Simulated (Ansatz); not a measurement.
# C₇H₁₂O₂: a ladder of functionals and wavefunction methods

The task here is to estimate one member of a computed series from the others.

Method: functionals in def2-TZVPP, the program's frozen cores in correlated methods; program: Ansatz 0.2.0, Gaussian basis.

Plan: LDA (SPW92), PBE-D4, revPBE-D4, BLYP-D4, r2SCAN-D4, B97M-V, PBE0-D4, B3LYP-D4, r2SCANh-D4, r2SCAN0-D4, HSE06-D4, BHLYP-D4, CAM-B3LYP-D4, LC-ωPBE, ωB97X-V, ωB97M-V, B2PLYP, PBE-QIDH; CCSD(T)/def2-SVP; CCSD(T)/def2-TZVPP; MP2/def2-QZVPP; extrapolation to the limit; RPA on PBE.

### The geometry

All runs share one geometry, relaxed beforehand with PBE0-D4 in a triple-zeta def2 set.

21 atoms, charge 0, spin multiplicity 1.

Atoms are counted from 1 here; the program's logs count them from 0.

Bond lengths: C1–C2 1.519 Å, C1–H10 1.093 Å, C1–H11 1.094 Å, C1–H12 1.092 Å, C2–C3 1.523 Å, C2–H13 1.092 Å, C2–H14 1.094 Å, C3–C4 1.530 Å, C3–C7 1.528 Å, C3–H15 1.093 Å, C4–C5 1.501 Å, C4–O6 1.206 Å, C5–H16 1.093 Å, C5–H17 1.088 Å, C5–H18 1.093 Å, C7–C8 1.499 Å, C7–O9 1.205 Å, C8–H19 1.093 Å and more. Angles: C2–C1–H10 111.2°, C2–C1–H11 112.0°, C2–C1–H12 111.0°, H10–C1–H11 107.2°, H10–C1–H12 107.7°, H11–C1–H12 107.6°, C1–C2–C3 112.7°, C1–C2–H13 111.2°, C1–C2–H14 109.7°, C3–C2–H13 109.4°, C3–C2–H14 108.1°, H13–C2–H14 105.5°, C2–C3–C4 114.3°, C2–C3–C7 111.9°, C2–C3–H15 111.0°, C4–C3–C7 105.6°, C4–C3–H15 105.2°, C7–C3–H15 108.4° and more.

The first run:

File in.yaml:

```yaml
crystal:
  periodic: [false, false, false]
  atoms:
    - {symbol: C, position_ang: [0.307204, -1.713651, -1.783909]}
    - {symbol: C, position_ang: [0.479836, -1.332475, -0.324017]}
    - {symbol: C, position_ang: [0.415851, 0.172638, -0.098851]}
    - {symbol: C, position_ang: [-0.943957, 0.798672, -0.416183]}
    - {symbol: C, position_ang: [-2.164937, 0.063069, 0.053610]}
    - {symbol: O, position_ang: [-1.007654, 1.862469, -0.980116]}
    - {symbol: C, position_ang: [0.711771, 0.545913, 1.352696]}
    - {symbol: C, position_ang: [1.388843, 1.866640, 1.561710]}
    - {symbol: O, position_ang: [0.390956, -0.178597, 2.261153]}
    - {symbol: H, position_ang: [1.080707, -1.255329, -2.405707]}
    - {symbol: H, position_ang: [-0.659232, -1.390453, -2.180567]}
    - {symbol: H, position_ang: [0.372121, -2.795487, -1.915938]}
    - {symbol: H, position_ang: [-0.266017, -1.825184, 0.302693]}
    - {symbol: H, position_ang: [1.448072, -1.689608, 0.039161]}
    - {symbol: H, position_ang: [1.129487, 0.694874, -0.742024]}
    - {symbol: H, position_ang: [-2.036534, -0.274969, 1.084808]}
    - {symbol: H, position_ang: [-3.034995, 0.710576, -0.035381]}
    - {symbol: H, position_ang: [-2.319358, -0.830577, -0.557237]}
    - {symbol: H, position_ang: [0.898551, 2.640332, 0.964774]}
    - {symbol: H, position_ang: [1.388818, 2.132024, 2.617248]}
    - {symbol: H, position_ang: [2.420479, 1.799125, 1.202078]}
basis:
  gaussian: {orbitals: def2-TZVPP}
hamiltonian: {xc: lda}
output: {orbitals: {seedname: orbitals}}
```

Run with:

```sh
ansatz run in.yaml --threads 5 --pin off --events-out ev --progress --plain --max-ram 66560MiB --backend cuda --devices 0, --max-vram 37GiB
```

Steps of the session up to this table: LDA; PBE-D4 (GGA); revPBE-D4 (GGA); BLYP-D4 (GGA); r2SCAN-D4 (meta-GGA); B97M-V (meta-GGA); PBE0-D4 (hybrid); B3LYP-D4 (hybrid); r2SCANh-D4 (hybrid); r2SCAN0-D4 (hybrid); HSE06-D4 (hybrid); BHLYP-D4 (hybrid); CAM-B3LYP-D4 (range-separated); LC-ωPBE (range-separated); ωB97X-V (range-separated); ωB97M-V (range-separated); B2PLYP (double hybrid); PBE-QIDH (double hybrid).

One table of the session follows, with a row left open; its other results are not shown here.

It belongs to the step «Orbital energies across the functionals». 

| functional | HOMO (eV) | gap (eV) |
| --- | --- | --- |
| LDA (SPW92) | -5.87 | 3.24 |
| PBE-D4 | -5.68 | 3.32 |
| revPBE-D4 | -5.61 | 3.34 |
| BLYP-D4 | -5.61 | 3.37 |
| r2SCAN-D4 | -5.97 | 3.79 |
| B97M-V | -6.14 | 4.07 |
| PBE0-D4 | ? | ? |
| B3LYP-D4 | -7.01 | 5.46 |
| r2SCANh-D4 | -6.55 | 4.76 |
| r2SCAN0-D4 | -7.43 | 6.24 |
| HSE06-D4 | -6.82 | 5.14 |
| BHLYP-D4 | -8.74 | 8.67 |
| CAM-B3LYP-D4 | -8.69 | 8.59 |
| LC-ωPBE | -9.96 | 11.08 |
| ωB97X-V | -9.65 | 10.69 |
| ωB97M-V | -9.60 | 10.56 |

Q: Estimate the row for PBE0-D4 from the others.

The run gave: HOMO (eV): -7.22; gap (eV): 5.93. In the column «HOMO (eV)» it lies between r2SCAN0-D4 (-7.43) and B3LYP-D4 (-7.01).
